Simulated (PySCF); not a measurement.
**ZrCl3: relaxation and vibrations of the doublet**

The task is one start of a wider search on ZrCl3: the doublet, from a trigonal pyramidal start. It is relaxed, tested by its Hessian and followed downhill if it is a saddle.

Computed with PySCF 2.14.0. Level: PBE0, basis Zr def2-TZVP with ECP28, Cl def2-TZVP, scalar-relativistic core potentials, no spin–orbit coupling, density fitting.

## Step 1: The system as given

4 atoms, charge 0, spin multiplicity 2.

Bond lengths: Zr1–Cl2 2.530 Å, Zr1–Cl3 2.530 Å, Zr1–Cl4 2.530 Å. Angles: Cl2–Zr1–Cl3 99.8°, Cl2–Zr1–Cl4 99.8°, Cl3–Zr1–Cl4 99.8°.

```xyz
4
charge 0 multiplicity 2
Zr    0.0000    0.0000    0.0000
Cl    2.2339    0.0000    1.1878
Cl   -1.1169    1.9346    1.1878
Cl   -1.1169   -1.9346    1.1878
```

## Step 2: Finding the electronic state

The steps below are one call of a driver around PySCF. For each, scf.py gives the equivalent set-up of the SCF; relaxations use the driver's own optimiser. After this first run the driver tries any further starts and a stability analysis.

Input file scf.py:

```python
from pyscf import gto, scf, dft
mol = gto.M(atom='''
Zr     0.000000     0.000000     0.000000
Cl     2.233900     0.000000     1.187800
Cl    -1.116900     1.934600     1.187800
Cl    -1.116900    -1.934600     1.187800''',
    basis={'Zr': 'def2-TZVP', 'Cl': 'def2-TZVP'},
    ecp={'Zr': 'def2-TZVP'},
    charge=0, spin=1)
mf = dft.UKS(mol, xc='PBE0')
mf.grids.atom_grid = (50, 194)
aux = {'Zr': 'def2-universal-JKFIT', 'Cl': 'def2-universal-JKFIT'}
mf = mf.density_fit(auxbasis=aux)
mf.conv_tol = 1e-08
mf.diis_space = 10
mf.max_cycle = 60
mf.init_guess = 'minao'
mf.verbose = 4
mf.kernel()
```

Command:

```console
OMP_NUM_THREADS=4 python axn.py task.json out
```

Log:

```text
init E= -1421.87789711284
[... the frontier-level lines of each cycle are left out ...]
cycle= 1 E= -1426.87369709662  delta_E=   -5  |g|= 0.982  |ddm|= 3.11
cycle= 2 E= -1426.29626101027  delta_E= 0.577  |g|= 1.21  |ddm|= 2.69
cycle= 3 E= -1427.36729197476  delta_E= -1.07  |g|= 0.204  |ddm|= 2.33
cycle= 4 E= -1427.38863238562  delta_E= -0.0213  |g|= 0.0614  |ddm|= 0.213
cycle= 5 E= -1427.39022459886  delta_E= -0.00159  |g|= 0.0106  |ddm|= 0.0801
cycle= 6 E= -1427.39027082273  delta_E= -4.62e-05  |g|= 0.00636  |ddm|= 0.0163
cycle= 7 E= -1427.39029743762  delta_E= -2.66e-05  |g|= 0.00103  |ddm|= 0.00879
cycle= 8 E= -1427.39029913295  delta_E= -1.7e-06  |g|= 0.000336  |ddm|= 0.00292
cycle= 9 E= -1427.39029935688  delta_E= -2.24e-07  |g|= 0.000168  |ddm|= 0.000844
cycle= 10 E= -1427.39029939829  delta_E= -4.14e-08  |g|= 7.01e-05  |ddm|= 0.000385
cycle= 11 E= -1427.39029940389  delta_E= -5.6e-09  |g|= 1.73e-05  |ddm|= 0.000175
Extra cycle  E= -1427.39029940366  delta_E= 2.35e-10  |g|= 2.79e-05  |ddm|= 4.43e-05
converged SCF energy = -1427.39029940366  <S^2> = 0.75332622  2S+1 = 2.0033235
```

This step, with its further starts and checks, ran for 27 s (4 threads of Arm Neoverse V2, shared host).

Energies from each starting density:

```csv
start,energy (Eh)
the minimal-basis guess,-1427.390299
a thermally smeared density,-1427.390299
a smeared PBE density,-1427.390299
```

The test of internal stability and the other starts found no lower solution of this spin.

## Step 3: Relaxation: trigonal pyramidal start, doublet

The program finds C3v symmetry in the start, which this walk keeps. The walk stops when the largest gradient is under 0.0003 Eh/bohr and the energy has settled too.

scf.py: that of step 2 with these lines changed.

```diff
@@ -3,4 +3,4 @@
-Zr     0.000000     0.000000     0.000000
-Cl     2.233900     0.000000     1.187800
-Cl    -1.116900     1.934600     1.187800
-Cl    -1.116900    -1.934600     1.187800''',
+Zr    -0.000003    -0.000000    -0.639635
+Cl     2.233877     0.000000     0.548156
+Cl    -1.116935     1.934593     0.548170
+Cl    -1.116935    -1.934593     0.548170''',
@@ -17 +16,0 @@
-mf.init_guess = 'minao'
```

Energy and gradient, step by step:

```csv
step,energy (Eh),change (kJ/mol),largest symmetric gradient (Eh/bohr)
0,-1427.390299,0.00,0.09037
1,-1427.425135,-91.46,0.04788
2,-1427.437344,-123.52,0.00882
3,-1427.441108,-133.40,0.00988
4,-1427.443980,-140.94,0.01158
5,-1427.444939,-143.46,0.00563
6,-1427.445480,-144.88,0.00237
7,-1427.445694,-145.44,0.00106
8,-1427.445750,-145.59,0.00052
9,-1427.445767,-145.63,0.00023
10,-1427.445772,-145.64,0.00013
11,-1427.445774,-145.65,0.00009
```

The walk took 43 s.

Positions (Å) and forces (eV/Å) along the way:

```
step 0
Zr   0.000   0.000  -0.640  -0.002   0.000   4.647
Cl   2.234   0.000   0.548  -1.845   0.000  -1.547
Cl  -1.117   1.935   0.548   0.924  -1.597  -1.550
Cl  -1.117  -1.935   0.548   0.924   1.597  -1.550
step 1
Zr   0.000   0.000  -0.452  -0.026   0.000   2.462
Cl   2.221   0.000   0.486  -1.040   0.000  -0.844
Cl  -1.111   1.924   0.486   0.533  -0.911  -0.809
Cl  -1.111  -1.924   0.486   0.533   0.911  -0.809
step 6
Zr   0.000   0.000   0.063   0.013   0.000   0.122
Cl   2.314   0.000   0.314  -0.017   0.000  -0.056
Cl  -1.157   2.004   0.314   0.002  -0.021  -0.033
Cl  -1.157  -2.004   0.314   0.002   0.021  -0.033
step 11
Zr   0.000   0.000   0.227  -0.017   0.000   0.002
Cl   2.328   0.000   0.259  -0.006   0.000  -0.006
Cl  -1.164   2.016   0.259   0.011   0.002   0.002
Cl  -1.164  -2.016   0.259   0.011  -0.002   0.002
```

It settles in D3h symmetry, 145.6 kJ/mol below the start, after 11 steps: Zr–Cl 2.328 Å (×3); Cl–Zr–Cl 120.0° (×3).

## Step 4: Hessian and properties

The point is checked on the finer grid, and tightened if its gradient asks for it. The Hessian and the dipole derivatives come from central differences of analytic gradients, with steps of 0.02 bohr.

scf.py: that of step 3 with these lines changed.

```diff
@@ -3,4 +3,4 @@
-Zr    -0.000003    -0.000000    -0.639635
-Cl     2.233877     0.000000     0.548156
-Cl    -1.116935     1.934593     0.548170
-Cl    -1.116935    -1.934593     0.548170''',
+Zr    -0.000000    -0.000000     0.000000
+Cl     2.327626     0.000000    -0.000010
+Cl    -1.163813     2.015783     0.000005
+Cl    -1.163813    -2.015783     0.000005''',
@@ -11 +11 @@
-mf.grids.atom_grid = (50, 194)
+mf.grids.atom_grid = (75, 302)
@@ -14 +14 @@
-mf.conv_tol = 1e-08
+mf.conv_tol = 1e-10
```

This SCF starts from the last density.

SCF at the final geometry:

```text
init E= -1427.44599301555
[... the frontier-level lines of each cycle are left out ...]
cycle= 1 E= -1427.44599301555  delta_E= 1.14e-12  |g|= 1.38e-06  |ddm|= 3.08e-06
Extra cycle  E= -1427.44599301555  delta_E= 2.27e-13  |g|= 2.2e-06  |ddm|= 3.48e-06
converged SCF energy = -1427.44599301555  <S^2> = 0.75303525  2S+1 = 2.0030329
```

The whole step took 49 s.

Geometry: D3h; Zr–Cl 2.328 Å (×3); Cl–Zr–Cl 120.0° (×3).

Modes, for the most abundant isotopes:

| symmetry | ω (cm⁻¹) | IR (km/mol) | type |
| --- | --- | --- | --- |
| a2'' | 56 | 7.7 | bend |
| e' | 90 | 2.9 | bend |
| a1' | 365 | 0.0 | stretch |
| e' | 430 | 252 | stretch |

Every mode is real; the point is a minimum.

Constants and moments:

| Quantity | Value |
| --- | --- |
| Dipole moment | 0.00 D |
| Highest occupied level | -6.29 eV |
| Lowest empty level | -2.67 eV |
| Rotational constants | 0.05932, 0.05932, 0.02966 cm⁻¹ |
| Zero-point energy | 8.7 kJ/mol |
| Principal polarisabilities | 68.8, 84.8, 84.8 bohr³ |
| Atomisation energy without zero-point energy | 1501 kJ/mol |
| Principal traceless quadrupole moments about the centre of mass | -3.15, -3.15, 6.30 D Å |
| Entropy at 298.15 K and 1 bar (electronic part: spin only) | 349.0 J/(mol K) |
| Heat capacity Cp at 298.15 K | 76.1 J/(mol K) |
| Enthalpy at 298.15 K above 0 K | 18.42 kJ/mol |
| Rotational symmetry number | 6 |
| Spin squared ⟨S²⟩ | 0.753 |

Charges (e) and bond orders:

| atom | Mulliken | Löwdin | polar tensor | spin (Mulliken) | Mayer order to Zr1 |
| --- | --- | --- | --- | --- | --- |
| Zr1 | 1.12 | -0.27 | 1.73 | 1.07 | – |
| Cl2,3,4 | -0.37 | 0.09 | -0.58 | -0.02 | 1.09 |

Mulliken populations on Zr1 (outside its core potential): s 2.45, p 6.25, d 2.12, f 0.06.

## Step 5: What came out

| quantity | value |
| --- | --- |
| minimum | doublet, D3h |
| geometry | Zr–Cl 2.328 Å (×3); Cl–Zr–Cl 120.0° (×3) |
| wavenumbers (cm⁻¹) | 56 (a2''), 90 (e'), 365 (a1'), 430 (e') |
| dipole moment | 0.00 D |
| highest occupied, lowest empty level (either spin) | -6.29, -2.67 eV |
| polar-tensor charge of Zr1 | +1.73 e |
| zero-point energy | 8.7 kJ/mol |
| entropy at 298.15 K | 349.0 J/(mol K) |
| atomisation energy (no zero-point energy) | 1501 kJ/mol |
| ⟨S²⟩ | 0.753 |

The trigonal pyramidal start (C3v) ends in a minimum of D3h symmetry. In the infrared the band at 430 cm⁻¹ (e', stretch) leads. Zr1 has a polar-tensor charge of +1.7 e (a dipole derivative, not a static charge), yet symmetry cancels the bond dipoles. Most of the spin sits on Zr1 (Mulliken spin 1.07, against 1 for the whole molecule). Only this shape and spin were tried, so other structures or states may lie lower. One determinant may miss the lowest occupation of an open d or f shell.

The search up to here took 2 min.
